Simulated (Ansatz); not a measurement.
# CHCl2Mg: the cost of one run

Program: Ansatz 0.2.0. Level of theory: RKS r2SCAN-D4/def2-TZVP. These are calculated values, not measurements.

## 1. The system as given

SMILES `Cl[CH+][Mg][Cl]`, 5 atoms, charge 1, spin multiplicity 1.

Atoms are counted from 1 here; the program's logs count them from 0.

Bond lengths: Cl1–C2 1.646 Å, C2–Mg3 2.210 Å, C2–H5 1.116 Å, Mg3–Cl4 2.186 Å. Angles: Cl1–C2–Mg3 123.7°, Cl1–C2–H5 109.8°, Mg3–C2–H5 126.5°, C2–Mg3–Cl4 179.3°.

Geometry (Å):

```csv
atom,x (Å),y (Å),z (Å)
Cl1,-0.10551,1.37415,1.84366
C2,0.52595,0.72454,0.46906
Mg3,-0.46474,-0.86533,-0.70441
Cl4,-1.46173,-2.44012,-1.84696
H5,1.50603,1.20677,0.23865
```

This geometry comes from a loose relaxation at PBE in a small basis, which is not shown.

## 3. Setting up the map

The axes are (1) bond length C2–H5: 9 values from 0.966 to 1.373 Å; (2) angle H5–C2–Mg3: 9 values from 92.3 to 162.3 °.

Nothing else is relaxed (all other coordinates rigid). Energies count from the relaxed molecule at the same level. Points are written as (first, second).

(The set-up runs are not shown.)

## 4. Grid point (1.322 Å, 118.6°)

input.yaml reads:

```yaml
crystal:
  periodic: [false, false, false]
  atoms:
    - { symbol: Cl, position_ang: [-0.131649, 1.333327, 1.810104] }
    - { symbol: C, position_ang: [0.53449, 0.722655, 0.455859] }
    - { symbol: Mg, position_ang: [-0.417145, -0.869775, -0.74784] }
    - { symbol: Cl, position_ang: [-1.478854, -2.407767, -1.779696] }
    - { symbol: H, position_ang: [1.700366, 1.203994, 0.059964] }
total_charge: 1
basis:
  gaussian: { orbitals: def2-TZVP }
hamiltonian:
  xc: r2scan
  dispersion: d4
output:
  forces: true
```

The run is started by

```sh
$ ansatz run input.yaml --threads 1 --pin off --max-ram 2560MiB --backend cpu --events-out ev --progress --plain --runs-dir out
```

What time and memory should one allow on 1 thread of Arm Neoverse V1, shared host?

About 9.8 s, with a peak of 0.18 GiB.
